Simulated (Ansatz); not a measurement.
Consider a test of the smearing width of BiTe, space group R-3m (Ansatz 0.2.0 through its Python package).

`bite_smear.py`
```python
import csv

import ansatz as az

SETTINGS = {
    "xc": "revpbe",
    "kgrid": (4, 4, 4),
    "n_empty": 8,
}

system = (
    az.Lattice.from_parameters(4.845416, 4.845416, 9.951876, alpha=90, beta=90, gamma=120)
    .space_group(166)
    .atom("Bi", [1 / 3, 2 / 3, 1 / 6])
    .atom("Te", [0.0, 0.0, 0.0])
    .primitive()
)

job = (
    system.calculation()
    .functional(SETTINGS["xc"])
    .basis(28 * az.Ry)
    .accuracy("low")
    .kpoints(*SETTINGS["kgrid"])
    .scf(extra_bands=SETTINGS["n_empty"], self_checks="high")
    .forces()
    .stress()
)

rows = []
for value in [0.3, 0.2, 0.1, 0.05]:
    summary = job.occupations("fermi_dirac", width=value).run(threads=1, backend="cpu").report
    rows.append((value, summary["free_energy_ev"] / len(summary["lattice"]["sites"]), summary["n_iterations"], sum(summary["stress_gpa"][i][i] for i in range(3)) / 3, max(abs(f) for row in summary["forces_ev_ang"] for f in row), summary["n_kpoints"]))

with open("smear.csv", "w", newline="") as handle:
    writer = csv.writer(handle)
    writer.writerow(["width (eV)", "F/atom (eV)", "iterations", "P (GPa)", "max component (eV/A)", "k-points"])
    writer.writerows([round(v, 5) if isinstance(v, float) else v for v in row] for row in rows)

for row in rows[:-1]:
    shift = 1000 * (row[1] - rows[-1][1])
    print(f"{row[0]}: {shift:+.2f} meV/atom" + ("  (within 2 meV)" if abs(shift) < 2 else ""))
```

How much does the free energy per atom change between the narrowest and the widest smearing, and why?

Going from 0.05 to 0.3 eV changes F by -77.9 meV an atom. With this scheme F falls roughly as the square of the width; the report's estimate for zero width (energy_sigma0_ev) moves by only +1.4 meV. The pressure moves from 0.98 to 1.47 GPa.

What the script printed:

Output of `python bite_smear.py`:
```text
DeckWarning: basis.ecutwfc = 380.959407443832 eV is below the records' recommended 420 eV, and the density's cutoff is lower with it unless basis.ecutrho_ratio is high enough to keep the records' density cutoff: compare with a run at a higher cutoff
0.3: -77.89 meV/atom
0.2: -32.37 meV/atom
0.1: -6.26 meV/atom
```
(Warnings from the package without file and line.)

File `smear.csv` afterwards:
```csv
width (eV),F/atom (eV),iterations,P (GPa),max component (eV/A),k-points
0.3,-9697.11479,6,1.46966,0.0,13
0.2,-9697.06927,6,1.22885,0.0,13
0.1,-9697.04316,6,1.04005,0.0,13
0.05,-9697.0369,6,0.97983,0.0,13
```

What to keep in mind:
- The cutoff lies under the one recommended for these potentials.
- Under the recommended cutoff a pressure can be off by several GPa, even in sign.
- The mesh is modest for a metal, so energies can be off by several to tens of meV an atom and pressures by half a GPa or more; differences at equal mesh fare better.
- A Fermi-Dirac width this large means warm electrons, whose thermal share enters the free energy.
- Forces vanish by symmetry here and test nothing.
- The narrowest width needs the finest mesh, so the last row is no converged reference.
- Pressure is positive in compression.
- Spin-orbit coupling, which matters for elements this heavy, is left out.
- This cell is a computed structure, which may not be the phase found in nature.
- Finished in 7.6 s on 1 thread of Arm Neoverse V1, with other jobs on the host, peak memory 0.38 GiB.

(Lines on the test bed's own set-up are left out of the output.)
